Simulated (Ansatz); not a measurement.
**TaRu: one crystal by all-electron and frozen-core methods**

Does the method matter for TaRu? The same cell, functional and mesh are run with all-electron LAPW, PAW on the default files and datasets made for this crystal.

Method: DFT LDA, scalar-relativistic, in Ansatz 0.2.0.

## Step 1: The system as given

The structure is cubic, space group Pm-3m (No. 221). The conventional cell has a = 3.187 Å, b = 3.187 Å, c = 3.187 Å, α = 90.00°, β = 90.00°, γ = 90.00°. Around Ta (site symmetry m-3m) lie 8 Ru at 2.76 Å. Ru (site symmetry m-3m) is surrounded by 8 Ta at 2.76 Å.

Coordinates:

```cif
data_structure
_symmetry_space_group_name_H-M 'Pm-3m'
_symmetry_Int_Tables_number 221
_cell_length_a 3.1870
_cell_length_b 3.1870
_cell_length_c 3.1870
_cell_angle_alpha 90.000
_cell_angle_beta 90.000
_cell_angle_gamma 90.000
_cell_volume 32.37
loop_
_atom_site_label
_atom_site_type_symbol
_atom_site_symmetry_multiplicity
_atom_site_Wyckoff_symbol
_atom_site_fract_x
_atom_site_fract_y
_atom_site_fract_z
_atom_site_occupancy
Ta1 Ta 1 b 0.50000 0.50000 0.50000 1
Ru1 Ru 1 a 0.00000 0.00000 0.00000 1
```

The file gives the conventional cell by its symmetry; the runs use the cell typed in the input.

The geometry is a database entry used as it stands. It may stem from high pressure or temperature, or be incomplete, so it serves as a test cell.

Atoms are numbered in the order of the input: Ta1, Ru2.

## Step 2: All-electron LAPW

File input.yaml:

```yaml
crystal:
  lattice:
    - [3.187, 0.0, 0.0]
    - [0.0, 3.187, 0.0]
    - [0.0, 0.0, 3.187]
  atoms:
    - { symbol: Ta, position: [0.5, 0.5, 0.5] }
    - { symbol: Ru, position: [0.0, 0.0, 0.0] }
kpoints:
  mp_grid: { grid: [13, 13, 13] }
  band_path:
    path:
      - [0.0, 0.0, 0.0]
      - [0.0, 0.5, 0.0]
      - [0.5, 0.5, 0.0]
      - [0.0, 0.0, 0.0]
      - [0.5, 0.5, 0.5]
      - [0.0, 0.5, 0.0]
      - [0.5, 0.5, 0.5]
      - [0.5, 0.5, 0.0]
    npoints: 14
scf:
  occupations: { method: fermi_dirac, width: 0.03 }
hamiltonian:
  xc: lda
  pseudopotentials: { kind: all_electron, lapw: { basis_error: 0.00025 } }
output:
  forces: true
  stress: true
  eigenvalues: true
  populations: true
  dos: { projected: true, de: 0.2, e_range: [-14, 8] }
```

Run with:

```
$ ansatz run input.yaml --threads 1 --pin off --max-ram 3072MiB --backend cpu --events-out ev --progress --plain --runs-dir out
```

## Step 3: PAW on the default files

Edit input.yaml of step 2 so:

```diff
@@ -25,3 +25,3 @@
   xc: lda
-  pseudopotentials: { kind: all_electron, lapw: { basis_error: 0.00025 } }
+  pseudopotentials: { kind: paw }
 output:
@@ -30,3 +30,9 @@
   eigenvalues: true
+  efg: { contact_densities: true }
   populations: true
+  bader: true
   dos: { projected: true, de: 0.2, e_range: [-14, 8] }
+  write_density: true
+  write_potential: true
+  elf: true
+  volumetric_format: npy
```

## Step 4: Datasets made for this crystal

Edit input.yaml of step 3 so:

```diff
@@ -20,3 +20,3 @@
       - [0.5, 0.5, 0.0]
-    npoints: 14
+    npoints: 8
 scf:
@@ -25,3 +25,3 @@
   xc: lda
-  pseudopotentials: { kind: paw }
+  pseudopotentials: { kind: all_electron, datasets: crystal }
 output:
@@ -31,8 +31 @@
   efg: { contact_densities: true }
-  populations: true
-  bader: true
-  dos: { projected: true, de: 0.2, e_range: [-14, 8] }
-  write_density: true
-  write_potential: true
-  elf: true
-  volumetric_format: npy
```

(Steps that only read results are left out.)

Q: Predict the outcome of this session. Wanted: pressure; gap; Bader charges.

**Answer**, as computed:

| quantity | value |
| --- | --- |
| pressure | LAPW -16.19, PAW -16.34, crystal datasets -16.19 GPa |
| gap (LAPW) | none |
| Bader charges (PAW) | Ta1 +1.02, Ru2 -1.02 e |

In words: At this geometry the cell is under tension of 16.2 GPa, so it would shrink if let go. With 75 electrons in the bands of a cell, and no spin, a band must be partly filled: it is a metal at this level. Ru 4d carries the largest share, 50 %, of the projected states within 0.3 eV of the Fermi level. The projection holds only the free atom's occupied shells (Ta 6s, Ta 5d, Ru 5s, Ru 4d in this range). In pressure, PAW differs from LAPW by -0.15 GPa. The price, with the outputs that each input asks for: 60 s for LAPW against 17 s for PAW, about 3 to one. Spin-orbit coupling is left out, though the cell holds Ta; in elements this heavy it can shift bands and gaps by tenths of an eV.
